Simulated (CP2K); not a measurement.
**C3H9InO (SMILES C[CH2][In]([CH3])[OH]): a chain of runs**

Wanted: a geometry optimisation (singlet C3H9InO, GFN1-xTB), then energy and gradient (triplet C3H9InO, GFN1-xTB), then a geometry optimisation (triplet C3H9InO, GFN1-xTB), then energy and gradient (singlet C3H9InO, GFN1-xTB) of C3H9InO. 

Program for the calculation: CP2K 2026.2.

1 further run of the same task is left out (set aside as unsound or not needed).

**1. The molecule**

C3H9InO: 14 atoms, total charge 0, spin state singlet. SMILES: `C[CH2][In]([CH3])[OH]`. Geometry: a rough force-field guess. This is one conformer, not always the lowest. The run starts from this shape.

Bond lengths: C1–C2 1.456 Å, C2–In3 2.172 Å, In3–C4 1.432 Å, In3–O5 1.702 Å, C1–H6 1.091 Å, C1–H7 1.126 Å, C1–H8 1.158 Å, C2–H9 1.115 Å, C2–H10 1.135 Å, C4–H11 1.146 Å, C4–H12 1.151 Å, C4–H13 1.047 Å, O5–H14 1.003 Å. Some angles: C1–C2–In3 109.5°, C2–In3–C4 113.5°, C2–In3–O5 101.9°, C4–In3–O5 134.7°, C1–C2–H9 111.6°, C1–C2–H10 109.9°, In3–C2–H9 110.3°, In3–C2–H10 108.6°, C2–C1–H6 114.5°, C2–C1–H7 110.8°.

**2. A geometry optimisation at GFN1-xTB (run 1)**

job.inp reads:

```
&GLOBAL
 PROJECT job
 RUN_TYPE GEO_OPT
 PRINT_LEVEL LOW
&END GLOBAL

&FORCE_EVAL
 METHOD QUICKSTEP
 &DFT
  &QS
   METHOD XTB
   EPS_DEFAULT 1.0E-10
   &XTB
    GFN_TYPE TBLITE
    &TBLITE
     METHOD GFN1
    &END TBLITE
    CHECK_ATOMIC_CHARGES F
   &END XTB
  &END QS
  &POISSON
   PERIODIC NONE
   POISSON_SOLVER ANALYTIC
  &END POISSON
  &SCF
   SCF_GUESS ATOMIC
   EPS_SCF 1.0E-06
   MAX_SCF 150
   ADDED_MOS 8
   &DIAGONALIZATION
    ALGORITHM STANDARD
   &END DIAGONALIZATION
   &MIXING
    METHOD DIRECT_P_MIXING
    ALPHA 0.4
   &END MIXING
   &SMEAR ON
    METHOD FERMI_DIRAC
    ELECTRONIC_TEMPERATURE [K] 300
   &END SMEAR
  &END SCF
  &PRINT
   &MOMENTS
    PERIODIC F
    REFERENCE COM
    MAX_MOMENT 1
   &END MOMENTS
   &MULLIKEN OFF
   &END MULLIKEN
   &HIRSHFELD OFF
   &END HIRSHFELD
  &END PRINT
 &END DFT
 &SUBSYS
  &CELL
   ABC 10.9 13.2 12.1
   PERIODIC NONE
  &END CELL
  &COORD
   UNIT bohr
   C     -1.8829231     2.5732401     0.6702859
   C      0.7730870     2.0216290     1.1321349
   In     1.7942950    -1.4819232    -0.7475757
   C      0.6716087    -3.6741945     0.3713312
   O      2.3031982    -0.4890611    -3.7639565
   H     -3.1894798     1.1429064     1.3776103
   H     -2.2444277     2.8669035    -1.4069011
   H     -2.4050544     4.4852650     1.5987083
   H      2.0169047     3.5927473     0.4794235
   H      1.1156943     1.7925942     3.2365339
   H      0.2906399    -3.8270733     2.4984069
   H     -1.3228083    -3.5615668    -0.4879273
   H      1.4454515    -5.3414999    -0.3588590
   H      0.6092477    -0.1547686    -4.5449803
  &END COORD
  &TOPOLOGY
   &CENTER_COORDINATES
   &END CENTER_COORDINATES
  &END TOPOLOGY
 &END SUBSYS
&END FORCE_EVAL

&MOTION
 &GEO_OPT
  OPTIMIZER LBFGS
  MAX_ITER 100
  MAX_FORCE 4.5E-04
  RMS_FORCE 3.0E-04
 &END GEO_OPT
 &PRINT
  &TRAJECTORY
   &EACH
    GEO_OPT 1
   &END EACH
  &END TRAJECTORY
  &FORCES ON
   &EACH
    GEO_OPT 1
   &END EACH
  &END FORCES
  &RESTART OFF
  &END RESTART
  &RESTART_HISTORY OFF
  &END RESTART_HISTORY
 &END PRINT
&END MOTION
```

Command:

```console
$ OMP_NUM_THREADS=1 cp2k.psmp job.inp > job.out
```

Standard output:

```text
CP2K| version string:                                       CP2K version 2026.2
[...]
 GLOBAL| Method name                                                        CP2K
[...]
 GLOBAL| Run type                                                        GEO_OPT
[...]
                             - Atoms:                                         14
[...]
                             - Spherical basis functions:                     43
[...]
 Number of electrons:                                                         30
[...]
  *** SCF run converged in    13 steps ***
[...]
 ENERGY| Total FORCE_EVAL ( QS ) energy [hartree]            -16.564812624865617
[...]
 OPT| Step number                                                              1
[...]
 OPT| Total energy [hartree]                                      -17.1506823323
[...]
 OPT| Step number                                                             64
[...]
 OPT| Total energy [hartree]                                      -17.3854600644
[...]
 OPT| Step number                                                             65
[...]
 OPT| Total energy [hartree]                                      -17.3854651529
[...]
 ***                    GEOMETRY OPTIMIZATION COMPLETED                      ***
[...]
  *** SCF run converged in     1 steps ***
[...]
  Fermi energy:                                                -0.26645883433424
[...]
 TB_DIPOLE| Moment [Debye]         -0.59718026       0.67059717       2.23414221
 TB_DIPOLE| Derivative [a.u.]       0.00000000       0.00000000       0.00000000
 ENERGY| Total FORCE_EVAL ( QS ) energy [hartree]            -17.385465152926827
[...]
```

It took 3.3 s on 1 thread of Arm Neoverse N1, shared host; peak memory 0.14 GiB.

The path in brief:

```csv
step,energy from the first frame kept (eV),largest force (eV/Å)
1,0.0000,29.3713
4,-4.6733,2.5417
7,-5.5527,2.2659
10,-5.8864,0.8147
13,-5.9772,0.3991
16,-6.0369,0.2718
19,-6.0742,0.3824
22,-6.1110,0.3173
25,-6.1254,0.1796
28,-6.1465,0.1854
31,-6.2031,0.3397
34,-6.2604,0.4677
37,-6.3064,0.7482
40,-6.3361,1.0090
43,-6.3641,0.1488
46,-6.3721,0.0841
49,-6.3743,0.0959
52,-6.3762,0.0529
55,-6.3798,0.1120
58,-6.3855,0.1112
61,-6.3876,0.0806
64,-6.3886,0.0894
66,-6.3888,0.0248
```

After the run. Bond lengths: C1–C2 1.528 Å, C2–In3 2.256 Å, In3–C4 2.228 Å, In3–O5 2.046 Å, C1–H6 1.091 Å, C1–H7 1.091 Å, C1–H8 1.093 Å, C2–H9 1.093 Å, C2–H10 1.094 Å, C4–H11 1.089 Å, C4–H12 1.090 Å, C4–H13 1.089 Å, O5–H14 0.958 Å. Some angles: C1–C2–In3 113.7°, C2–In3–C4 139.4°, C2–In3–O5 112.7°, C4–In3–O5 107.9°, C1–C2–H9 109.6°, C1–C2–H10 109.2°, In3–C2–H9 108.4°, In3–C2–H10 108.5°, C2–C1–H6 111.3°, C2–C1–H7 111.3°.

**3. The triplet: energy and forces at GFN1-xTB (run 2)**

molecule.inp reads:

```
&GLOBAL
    PROJECT_NAME molecule
    RUN_TYPE ENERGY_FORCE
    PRINT_LEVEL MEDIUM
&END GLOBAL

&FORCE_EVAL
    METHOD Quickstep
    &DFT
        MULTIPLICITY 3
        UNRESTRICTED_KOHN_SHAM T
        &QS
            METHOD XTB
            EPS_DEFAULT 1.0E-10
            &XTB
                GFN_TYPE TBLITE
                &TBLITE
                    METHOD GFN1
                &END TBLITE
                CHECK_ATOMIC_CHARGES F
            &END XTB
        &END QS
        &POISSON
            PERIODIC NONE
            POISSON_SOLVER ANALYTIC
        &END POISSON
        &SCF
            SCF_GUESS ATOMIC
            EPS_SCF 1.0E-06
            MAX_SCF 150
            ADDED_MOS 2
            &DIAGONALIZATION
                ALGORITHM STANDARD
            &END DIAGONALIZATION
            &MIXING
                METHOD DIRECT_P_MIXING
                ALPHA 0.4
            &END MIXING
        &END SCF
        &PRINT
            &MOMENTS
                PERIODIC F
                REFERENCE COM
                MAX_MOMENT 1
            &END MOMENTS
            &MO ON
                ENERGIES T
                OCCUPATION_NUMBERS T
                NDIGITS 6
                &EACH
                    QS_SCF 0
                &END EACH
                ADD_LAST NUMERIC
            &END MO
            &HIRSHFELD OFF
            &END HIRSHFELD
        &END PRINT
    &END DFT
    &SUBSYS
        &CELL
            ABC 11.1 14.3 12.4
            PERIODIC NONE
        &END CELL
        &COORD
            UNIT bohr
            C      8.5719999    16.5887359    13.0817538
            C     11.2721691    15.5684047    13.1554834
            In    11.6882358    11.6949518    11.4257245
            C     11.2354593     7.6492580    12.4972200
            O     12.8507915    11.8256340     7.7406905
            H      7.2723993    15.3400710    14.0830951
            H      7.8999906    16.7927866    11.1433843
            H      8.4972612    18.4436835    13.9874807
            H     12.5307815    16.8679184    12.1582447
            H     11.9149651    15.4842477    15.1191998
            H     11.3823968     7.4075450    14.5352291
            H      9.3951230     6.9579414    11.8848882
            H     12.7048309     6.5378080    11.5816968
            H     13.1491074    13.3905502     6.8790736
        &END COORD
        &TOPOLOGY
            &CENTER_COORDINATES
            &END CENTER_COORDINATES
        &END TOPOLOGY
    &END SUBSYS
    &PRINT
        &FORCES ON
        &END FORCES
    &END PRINT
&END FORCE_EVAL
```

Command:

```console
$ OMP_NUM_THREADS=1 cp2k.psmp molecule.inp > molecule.out
```

Standard output:

```text
CP2K| version string:                                       CP2K version 2026.2
[...]
 GLOBAL| Method name                                                        CP2K
[...]
 GLOBAL| Run type                                                   ENERGY_FORCE
[...]
                             - Atoms:                                         14
[...]
                             - Spherical basis functions:                     43
[...]
 Number of electrons:                                                         16
[...]
  *** SCF run converged in    17 steps ***
[...]
  Fermi energy:                                                -0.26645883821903
[...]
 TB_DIPOLE| Moment [Debye]         -0.59717727       0.67059114       2.23412962
 TB_DIPOLE| Derivative [a.u.]       0.00000000       0.00000000       0.00000000
[...]
 ENERGY| Total FORCE_EVAL ( QS ) energy [hartree]            -17.385465152242013
 FORCES| Atomic forces [hartree/bohr]
 FORCES|   Atom     x               y               z               |f|
 FORCES|      1 -1.42092225E-04  1.25481701E-04 -5.83266324E-05   1.98337727E-04
 FORCES|      2 -1.15491495E-04 -1.52656800E-04  2.23673626E-04   2.94401554E-04
 FORCES|      3  3.79360357E-04  1.39262017E-05 -1.08226974E-04   3.94742065E-04
 FORCES|      4  5.61873053E-06 -1.01114134E-04  2.52967798E-04   2.72485496E-04
 FORCES|      5  1.69523240E-05 -4.35542296E-04  2.04439602E-04   4.81435378E-04
 FORCES|      6 -1.17854678E-04  3.04188263E-05  4.69920074E-05   1.30473288E-04
 FORCES|      7  1.04649399E-04  9.67266644E-05  2.18371524E-04   2.60755952E-04
 FORCES|      8  6.93212926E-05  4.38293997E-04 -6.36542016E-05   4.48284426E-04
 FORCES|      9 -2.65336369E-04  4.20777803E-05 -2.78574022E-04   3.87010870E-04
 FORCES|     10 -2.14601913E-05 -8.65294694E-05 -7.16999314E-05   1.14406158E-04
 FORCES|     11  1.46639044E-04 -1.88490006E-04  1.44503436E-04   2.79128526E-04
 FORCES|     12  1.54930916E-04  5.11505880E-05 -3.32715090E-04   3.70566192E-04
 FORCES|     13 -1.97894397E-04 -1.60906573E-04 -1.27127593E-04   2.84981653E-04
[...]
```

Run time: 0.48 s. Hardware: 1 thread of Arm Neoverse N1, shared host; peak memory 0.14 GiB.

**4. The triplet: a geometry optimisation at GFN1-xTB (run 3)**

gas.inp reads:

```
&FORCE_EVAL
  METHOD QUICKSTEP
  &DFT
    CHARGE 0
    MULTIPLICITY 3
    UNRESTRICTED_KOHN_SHAM T
    &QS
      METHOD XTB
      EPS_DEFAULT 1.0E-10
      &XTB
        GFN_TYPE TBLITE
        &TBLITE
          METHOD GFN1
        &END TBLITE
        CHECK_ATOMIC_CHARGES F
      &END XTB
    &END QS
    &POISSON
      PERIODIC NONE
      POISSON_SOLVER ANALYTIC
    &END POISSON
    &SCF
      SCF_GUESS ATOMIC
      EPS_SCF 1.0E-06
      MAX_SCF 150
      ADDED_MOS 2
      &DIAGONALIZATION
        ALGORITHM STANDARD
      &END DIAGONALIZATION
      &MIXING
        METHOD DIRECT_P_MIXING
        ALPHA 0.4
      &END MIXING
    &END SCF
    &PRINT
      &MOMENTS
        PERIODIC F
        REFERENCE COM
        MAX_MOMENT 1
      &END MOMENTS
      &MULLIKEN OFF
      &END MULLIKEN
      &HIRSHFELD OFF
      &END HIRSHFELD
    &END PRINT
  &END DFT
  &SUBSYS
    &CELL
      ABC [angstrom] 11.1 14.3 12.4
      PERIODIC NONE
    &END CELL
    &COORD
      UNIT bohr
      C      8.5719999    16.5887359    13.0817538
      C     11.2721691    15.5684047    13.1554834
      In    11.6882358    11.6949518    11.4257245
      C     11.2354593     7.6492580    12.4972200
      O     12.8507915    11.8256340     7.7406905
      H      7.2723993    15.3400710    14.0830951
      H      7.8999906    16.7927866    11.1433843
      H      8.4972612    18.4436835    13.9874807
      H     12.5307815    16.8679184    12.1582447
      H     11.9149651    15.4842477    15.1191998
      H     11.3823968     7.4075450    14.5352291
      H      9.3951230     6.9579414    11.8848882
      H     12.7048309     6.5378080    11.5816968
      H     13.1491074    13.3905502     6.8790736
    &END COORD
    &TOPOLOGY
      &CENTER_COORDINATES
      &END CENTER_COORDINATES
    &END TOPOLOGY
  &END SUBSYS
&END FORCE_EVAL

&MOTION
  &GEO_OPT
    OPTIMIZER LBFGS
    MAX_ITER 100
    MAX_FORCE 4.5E-04
    RMS_FORCE 3.0E-04
  &END GEO_OPT
  &PRINT
    &TRAJECTORY
      &EACH
        GEO_OPT 1
      &END EACH
    &END TRAJECTORY
    &FORCES ON
      &EACH
        GEO_OPT 1
      &END EACH
    &END FORCES
    &RESTART OFF
    &END RESTART
    &RESTART_HISTORY OFF
    &END RESTART_HISTORY
  &END PRINT
&END MOTION

&GLOBAL
  PROJECT gas
  RUN_TYPE GEO_OPT
  PRINT_LEVEL LOW
&END GLOBAL
```

Command:

```console
$ OMP_NUM_THREADS=1 cp2k.psmp gas.inp > gas.out
```

Standard output:

```text
CP2K| version string:                                       CP2K version 2026.2
[...]
 GLOBAL| Method name                                                        CP2K
[...]
 GLOBAL| Run type                                                        GEO_OPT
[...]
                             - Atoms:                                         14
[...]
                             - Spherical basis functions:                     43
[...]
 Number of electrons:                                                         16
[...]
  *** SCF run converged in    17 steps ***
[...]
 ENERGY| Total FORCE_EVAL ( QS ) energy [hartree]            -17.385465152242013
[...]
 OPT| Step number                                                              1
[...]
 OPT| Total energy [hartree]                                      -17.3854672126
[...]
 OPT| Step number                                                              2
[...]
 OPT| Total energy [hartree]                                      -17.3854694769
[...]
 ***                    GEOMETRY OPTIMIZATION COMPLETED                      ***
[...]
  *** SCF run converged in     2 steps ***
[...]
  Fermi energy:                                                -0.26379433663702
[...]
 TB_DIPOLE| Moment [Debye]         -0.59445904       0.67394153       2.22906910
 TB_DIPOLE| Derivative [a.u.]       0.00000000       0.00000000       0.00000000
 ENERGY| Total FORCE_EVAL ( QS ) energy [hartree]            -17.385469476943445
[...]
```

Run time: 0.68 s. Hardware: 1 thread of Arm Neoverse N1, shared host; peak memory 0.14 GiB.

**5. Energy and forces at GFN1-xTB (run 4)**

gas.inp reads:

```
&GLOBAL
  PROJECT gas
  RUN_TYPE ENERGY_FORCE
  PRINT_LEVEL MEDIUM
&END

&FORCE_EVAL
  METHOD QUICKSTEP
  &DFT
    CHARGE 0
    MULTIPLICITY 1
    &QS
      METHOD XTB
      EPS_DEFAULT 1.0E-10
      &XTB
        GFN_TYPE TBLITE
        &TBLITE
          METHOD GFN1
        &END
        CHECK_ATOMIC_CHARGES F
      &END
    &END
    &POISSON
      PERIODIC NONE
      POISSON_SOLVER ANALYTIC
    &END
    &SCF
      SCF_GUESS ATOMIC
      EPS_SCF 1.0E-06
      MAX_SCF 150
      ADDED_MOS 8
      &DIAGONALIZATION
        ALGORITHM STANDARD
      &END
      &MIXING
        METHOD DIRECT_P_MIXING
        ALPHA 0.4
      &END
      &SMEAR ON
        METHOD FERMI_DIRAC
        ELECTRONIC_TEMPERATURE [K] 300
      &END
    &END
    &PRINT
      &MOMENTS
        PERIODIC F
        REFERENCE COM
        MAX_MOMENT 1
      &END
      &MO ON
        ENERGIES T
        OCCUPATION_NUMBERS T
        NDIGITS 6
        &EACH
          QS_SCF 0
        &END
        ADD_LAST NUMERIC
      &END
      &HIRSHFELD OFF
      &END
    &END
  &END
  &SUBSYS
    &CELL
      ABC [angstrom] 11.1 14.3 12.4
      PERIODIC NONE
    &END
    &COORD
      UNIT bohr
      C      8.8485840    17.6103067    13.7991487
      C     11.5487267    16.5886036    13.8734300
      In    11.9675713    12.7157233    12.1424673
      C     11.5128182     8.6695268    13.2155880
      O     13.1283790    12.8450524     8.4582762
      H      7.5489645    16.3611637    14.8004881
      H      8.1777067    17.8141647    11.8614688
      H      8.7748809    19.4667302    14.7041706
      H     12.8063489    17.8887654    12.8739822
      H     12.1921293    16.5045599    15.8361865
      H     11.6604341     8.4272091    15.2532948
      H      9.6731962     7.9790530    12.6002195
      H     12.9809237     7.5577064    12.2981959
      H     13.4260203    14.4121135     7.5965630
    &END
    &TOPOLOGY
      &CENTER_COORDINATES
      &END
    &END
  &END
  &PRINT
    &FORCES ON
    &END
  &END
&END
```

Command:

```console
$ OMP_NUM_THREADS=1 cp2k.psmp -i gas.inp > gas.out 2>&1
```

Standard output:

```text
CP2K| version string:                                       CP2K version 2026.2
[...]
 GLOBAL| Method name                                                        CP2K
[...]
 GLOBAL| Run type                                                   ENERGY_FORCE
[...]
                             - Atoms:                                         14
[...]
                             - Spherical basis functions:                     43
[...]
 Number of electrons:                                                         30
[...]
  *** SCF run converged in    15 steps ***
[...]
  Fermi energy:                                                -0.26648596482266
[...]
 TB_DIPOLE| Moment [Debye]         -0.59446071       0.67393568       2.22907479
 TB_DIPOLE| Derivative [a.u.]       0.00000000       0.00000000       0.00000000
[...]
 ENERGY| Total FORCE_EVAL ( QS ) energy [hartree]            -17.385469477116413
 FORCES| Atomic forces [hartree/bohr]
 FORCES|   Atom     x               y               z               |f|
 FORCES|      1  4.49597440E-05  1.47638096E-04  3.94626978E-04   4.23732035E-04
 FORCES|      2 -1.17932814E-04  1.41300200E-04 -2.37145235E-04   3.00186205E-04
 FORCES|      3  2.51546870E-04 -1.07155075E-04  1.12349022E-04   2.95601658E-04
 FORCES|      4  1.10064156E-04 -2.71130381E-05 -4.00545700E-05   1.20223142E-04
 FORCES|      5  2.02731319E-04  3.43744076E-04 -3.38735441E-04   5.23451694E-04
 FORCES|      6 -9.93055936E-05  1.80092533E-04  2.60899578E-05   2.07305589E-04
 FORCES|      7 -1.71140385E-05  1.10364796E-04 -9.12254593E-05   1.44205974E-04
 FORCES|      8  5.59079384E-05  9.81748459E-05 -1.41957462E-04   1.81427448E-04
 FORCES|      9 -3.43925973E-04 -1.38679734E-04 -7.48645918E-05   3.78314486E-04
 FORCES|     10  4.00633734E-05 -5.16168217E-05  1.14576266E-04   1.31898033E-04
 FORCES|     11  7.54675975E-05 -2.26508076E-04  1.44358336E-04   2.78999276E-04
 FORCES|     12  8.15001230E-05  8.59582269E-05 -1.76132197E-04   2.12258422E-04
 FORCES|     13 -1.31356317E-04 -1.26992780E-04 -4.07165524E-05   1.87188370E-04
[...]
```

Wall time 0.44 s (1 thread of Arm Neoverse N1, shared host); peak memory 0.14 GiB.

**6. What came out**

| quantity | value |
| --- | --- |
| run 1, GFN1-xTB: total energy at the end | -17.38547 Eh |
| run 1, GFN1-xTB: dipole moment (from atomic charges alone) | 2.41 D |
| run 4, GFN1-xTB: dipole moment (from atomic charges alone) | 2.40 D |
| run 4, GFN1-xTB: HOMO energy | -10.64 eV |
| run 4, GFN1-xTB: LUMO energy | -6.36 eV |
| run 4, GFN1-xTB: HOMO–LUMO gap | 4.28 eV |
| run 4, GFN1-xTB: largest force on an atom | 0.030 eV/Å |
| triplet, run 2 | no result (the spin typed was ignored) |
| triplet, run 3 | no result (the spin typed was ignored) |

**Reading.** The dipole (run 1, GFN1-xTB) comes from point charges on the atoms alone, without atomic dipoles, so it is partial. The optimisation (run 1, GFN1-xTB) took 65 steps and changed the energy by -22.331 eV. The dipole (run 4, GFN1-xTB) comes from point charges on the atoms alone, without atomic dipoles, so it is partial. 2 of the 4 runs ended normally but are set aside, since settings or state are in doubt.
